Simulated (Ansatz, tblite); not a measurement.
**Si(CF3)H3 (CH3F3Si): one state, many levels**

An exercise on one series of results from a longer session: the logs are not shown, and one member is left open.

The runs use Ansatz 0.2.0, Gaussian basis; as each input shows.

Plan: GFN1-xTB, GFN2-xTB, PBE-D4/def2-TZVP, r2SCAN-D4/def2-TZVP, B2PLYP/def2-TZVP, PBE-QIDH/def2-TZVP, B97M-V/def2-TZVP, LDA/def2-TZVP, revPBE-D4/def2-TZVP, r2SCAN0-D4/def2-TZVP, HF/def2-TZVP, PBE-D4/def2-SVP, PBE0-D4/def2-SVP, HF/STO-3G, HF/6-31G, B3LYP-D4/6-31G, PBE0-D4/def2-TZVPD, PBE-D4/def2-TZVPD, r2SCAN-D4/def2-TZVPD, CCSD(T)/def2-TZVPP, MP2/def2-TZVP, RPA/def2-TZVP.

### The relaxed structure

The geometry is that of the singlet, from an earlier relaxation (r2SCAN-D4/def2-SVP).

8 atoms, charge 0, spin multiplicity 1.

Bond lengths: Si1–C2 1.930 Å, Si1–H6 1.487 Å, Si1–H7 1.487 Å, Si1–H8 1.487 Å, C2–F3 1.350 Å, C2–F4 1.350 Å, C2–F5 1.350 Å. Angles: C2–Si1–H6 107.6°, C2–Si1–H7 107.6°, C2–Si1–H8 107.6°, H6–Si1–H7 111.3°, H6–Si1–H8 111.3°, H7–Si1–H8 111.3°, Si1–C2–F3 111.7°, Si1–C2–F4 111.7°, Si1–C2–F5 111.7°, F3–C2–F4 107.1°, F3–C2–F5 107.1°, F4–C2–F5 107.1°.

Geometry (Å):

| atom | x (Å) | y (Å) | z (Å) |
| --- | --- | --- | --- |
| Si1 | -0.0025 | 0.0030 | -0.9840 |
| C2 | 0.0023 | -0.0029 | 0.9459 |
| F3 | -1.2481 | 0.0739 | 1.4495 |
| F4 | 0.6973 | 1.0403 | 1.4476 |
| F5 | 0.5616 | -1.1277 | 1.4412 |
| H6 | 1.4118 | -0.0744 | -1.4371 |
| H7 | -0.6429 | 1.2696 | -1.4279 |
| H8 | -0.7796 | -1.1819 | -1.4351 |

PBE0-D4/def2-TZVP was run before; its log isn't repeated, and its numbers join the tables.

Set-up of the first run:

Tight binding, by tblite at 300 K electronic temperature and without a spin-polarisation term:

```python
tblite.interface.Calculator('GFN1-xTB', numbers, positions, charge=0, uhf=0).singlepoint()
```

Tight binding, by tblite at 300 K electronic temperature and without a spin-polarisation term:

```python
tblite.interface.Calculator('GFN2-xTB', numbers, positions, charge=0, uhf=0).singlepoint()
```

start.molden holds the orbitals of an earlier run on this state, given as this run's starting guess.

Input file in.yaml:

```yaml
crystal:
  periodic: [false, false, false]
  atoms:
    - {symbol: Si, position_ang: [-0.002456, 0.003040, -0.983998]}
    - {symbol: C, position_ang: [0.002339, -0.002916, 0.945880]}
    - {symbol: F, position_ang: [-1.248091, 0.073901, 1.449493]}
    - {symbol: F, position_ang: [0.697333, 1.040341, 1.447573]}
    - {symbol: F, position_ang: [0.561572, -1.127656, 1.441200]}
    - {symbol: H, position_ang: [1.411811, -0.074449, -1.437120]}
    - {symbol: H, position_ang: [-0.642925, 1.269618, -1.427905]}
    - {symbol: H, position_ang: [-0.779582, -1.181879, -1.435123]}
basis:
  gaussian: {orbitals: def2-TZVP, initial_orbitals: start.molden}
hamiltonian: {xc: pbe, dispersion: d4}
scf: {omitted_lower_state_checks: [starts]}
output: {orbitals: {seedname: orbitals}}
```

On the command line:

```
$ ansatz run in.yaml --threads 4 --pin off --events-out ev --progress --plain --max-ram 3916MiB
```

Steps of the session up to this table: PBE-D4/def2-TZVP; r2SCAN-D4/def2-TZVP; B2PLYP/def2-TZVP; PBE-QIDH/def2-TZVP; B97M-V/def2-TZVP; LDA/def2-TZVP; revPBE-D4/def2-TZVP; r2SCAN0-D4/def2-TZVP; HF/def2-TZVP; PBE-D4/def2-SVP; PBE0-D4/def2-SVP; HF/STO-3G; HF/6-31G; B3LYP-D4/6-31G; PBE0-D4/def2-TZVPD; PBE-D4/def2-TZVPD; r2SCAN-D4/def2-TZVPD; CCSD(T)/def2-TZVPP; MP2/def2-TZVP; RPA/def2-TZVP.

One of the session's tables, all rows but one given; the rest of the session is left out.

It belongs to the step «Levels side by side». 

```
               level  HOMO (eV)  LUMO (eV)  gap (eV)
           HF/STO-3G      -9.31      12.30     21.62
            HF/6-31G     -13.76       3.20     16.96
        HF/def2-TZVP          ?          ?         ?
       LDA/def2-TZVP      -8.26      -0.96      7.30
     PBE-D4/def2-SVP      -7.84      -0.31      7.53
    PBE-D4/def2-TZVP      -8.08      -0.72      7.36
   PBE-D4/def2-TZVPD      -8.15      -0.87      7.27
 revPBE-D4/def2-TZVP      -8.00      -0.61      7.39
 r2SCAN-D4/def2-TZVP      -8.44      -0.31      8.12
r2SCAN-D4/def2-TZVPD      -8.48      -0.41      8.07
    B97M-V/def2-TZVP      -8.57      -0.62      7.95
      B3LYP-D4/6-31G      -9.36       0.23      9.59
    PBE0-D4/def2-SVP      -9.55       0.49     10.04
   PBE0-D4/def2-TZVP      -9.66       0.09      9.75
  PBE0-D4/def2-TZVPD      -9.71      -0.11      9.60
r2SCAN0-D4/def2-TZVP      -9.91       0.35     10.26
```

**Question.** Estimate the row for HF/def2-TZVP.

The run gave: HOMO (eV): -13.63; LUMO (eV): 2.88; gap (eV): 16.51. In the column «HOMO (eV)» it lies between HF/6-31G (-13.76) and r2SCAN0-D4/def2-TZVP (-9.91).
